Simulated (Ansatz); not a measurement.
The system is Sn3Se.

```
CELL_PARAMETERS angstrom
4.74188 0.00000 0.00000
0.00000 4.74188 0.00000
0.00000 0.00000 4.74188
ATOMIC_POSITIONS crystal
Sn 0.50000 0.50000 0.00000
Sn 0.50000 0.00000 0.50000
Sn 0.00000 0.50000 0.50000
Se 0.00000 0.00000 0.00000
```

The cell comes from a database or a generator and needn't be the stable form of this composition.

Base run:

| Quantity | Value |
| --- | --- |
| Program | Ansatz 0.2.0 |
| Functional | LDA |
| Potentials or basis | all-electron LAPW, scalar-relativistic |
| Cutoff | 148 eV (chosen from the basis error) |
| Basis error allowed | 0.002 eV/atom |
| k mesh | 6 × 6 × 6 |
| Occupations | fermi-dirac, width 0.05 eV |
| Spin | no spin polarisation |

Its results: pressure -3.9 GPa.

Problem. The run is repeated on the same cell with these changes: functional from LDA to PBE. What comes out?

Solution. Pressure 0.3 GPa.

PBE binds less tightly than LDA, so the same cell stands under more pressure.
